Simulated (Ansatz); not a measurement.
# GdO: projected density of states with PBEsol+U

Crystal: GdO.

```
Gd O
1.0
     0.00000    2.70000    2.70000
     2.70000    0.00000    2.70000
     2.70000    2.70000    0.00000
Gd O
1 1
Direct
  0.00000 0.00000 0.00000
  0.75000 0.75000 0.75000
```

| Item | Value |
| --- | --- |
| Program | Ansatz 0.2.0 |
| Task | projected density of states |
| Functional | PBEsol |
| Potentials or basis | Ansatz PAW |
| Cutoff | 420 eV (not typed: the program's choice for these potentials) |
| k mesh | 9 × 9 × 9 |
| Occupations | fermi-dirac, width 0.05 eV |
| Spin | collinear spin, ferromagnetic start |
| Starting moments | [7.0, 0.0] μB |
| Hubbard terms | Gd f U = 1 eV |
| Hubbard projectors | ortho-atomic (the default) |
| Double counting | fll (the default) |

- Pressure: -4.5 GPa
- Band gap on the k mesh: none (metal or under the smearing width)
- Net moment: 7.68 μB per cell
- Absolute moment: 7.71 μB per cell
- Site moments: Gd +6.90; O -0.00 μB
- Density of states at the Fermi level: 1.72 states/eV per cell

Levels at points of the mesh, in eV from the Fermi level:
Spin up:
```csv
k point,band 12,band 13,band 14,band 15,band 16,band 17,band 18
"(0.00, 0.00, 0.00)",-5.54,-5.19,-5.19,-5.19,-2.31,2.39,2.39
```
Spin down:
```tsv
k point	band 6	band 7	band 8	band 9	band 10	band 11
(0.00, 0.00, 0.00)	-5.61	-5.61	-5.61	-1.44	0.56	0.56
```

States per cell in windows of 0.5 eV (zero at the Fermi level; states under -8 eV left out):
```csv
from (eV),up,down,Gd 4f up,Gd 4f down,Gd 5d up,Gd 5d down,O 2p down,O 2p up
-8.0,0.00,0.00,0.00,0.00,0.00,0.00,0.00,0.00
-7.5,0.00,0.00,0.00,0.00,0.00,0.00,0.00,0.00
-7.0,0.03,0.00,0.01,0.00,0.01,0.00,0.00,0.02
-6.5,1.16,0.03,0.50,0.00,0.12,0.01,0.02,0.49
-6.0,5.28,0.57,4.71,0.01,0.09,0.11,0.41,0.45
-5.5,1.62,1.38,1.15,0.02,0.12,0.22,1.08,0.30
-5.0,1.56,0.97,0.55,0.02,0.19,0.09,0.82,0.78
-4.5,0.36,0.05,0.07,0.00,0.02,0.00,0.04,0.26
-4.0,0.00,0.00,0.00,0.00,0.00,0.00,0.00,0.00
-3.5,0.00,0.00,0.00,0.00,0.00,0.00,0.00,0.00
-3.0,0.00,0.00,0.00,0.00,0.00,0.00,0.00,0.00
-2.5,0.00,0.00,0.00,0.00,0.00,0.00,0.00,0.00
-2.0,0.01,0.00,0.00,0.00,0.00,0.00,0.00,0.00
-1.5,0.02,0.01,0.00,0.00,0.00,0.00,0.00,0.00
-1.0,0.37,0.03,0.00,0.01,0.27,0.00,0.00,0.02
-0.5,0.40,0.09,0.00,0.04,0.22,0.00,0.00,0.06
0.0,0.20,1.56,0.00,1.20,0.09,0.26,0.02,0.04
0.5,0.42,5.32,0.00,5.19,0.31,0.09,0.02,0.08
1.0,0.40,0.51,0.00,0.21,0.33,0.22,0.02,0.05
1.5,0.18,0.66,0.00,0.16,0.16,0.30,0.08,0.01
2.0,0.40,0.52,0.00,0.07,0.36,0.33,0.07,0.03
2.5,0.35,0.25,0.00,0.01,0.32,0.21,0.01,0.02
3.0,0.21,0.25,0.00,0.01,0.19,0.22,0.01,0.01
3.5,0.04,0.42,0.00,0.01,0.04,0.38,0.02,0.00
4.0,0.00,0.27,0.00,0.00,0.00,0.25,0.01,0.00
4.5,0.00,0.10,0.00,0.00,0.00,0.10,0.00,0.00
5.0,0.00,0.01,0.00,0.00,0.00,0.01,0.00,0.00
5.5,0.00,0.00,0.00,0.00,0.00,0.00,0.00,0.00
6.0,0.00,0.00,0.00,0.00,0.00,0.00,0.00,0.00
6.5,0.00,0.00,0.00,0.00,0.00,0.00,0.00,0.00
7.0,0.00,0.00,0.00,0.00,0.00,0.00,0.00,0.00
7.5,0.00,0.00,0.00,0.00,0.00,0.00,0.00,0.00
```

Eigenvalues of the final occupation matrices:
| site | spin | trace | eigenvalues |
| --- | --- | --- | --- |
| site 1 | 1 | 6.99 | 1.00 1.00 1.00 1.00 1.00 1.00 1.00 |
| site 1 | 2 | 0.12 | 0.01 0.01 0.01 0.01 0.01 0.01 0.08 |

Run time: 10 s on 2 threads of AMD EPYC 7R43 64-Core Processor (Zen 3), on a shared host, peak memory 0.46 GiB.

Caveat: the magnetic or orbital state may not be the lowest; the pressure holds a Pulay correction of +0.3 GPa for the finite cutoff; spin-orbit coupling is left out, which moves the levels of the heavy elements; a cell with one magnetic atom can't hold antiferromagnetic order, which such compounds often take; the PAW data sets come from PBE, with cores solved anew for the run's functional, which leaves a small shift of forces and pressure. The state reached can hang on the start; a lower one may exist.
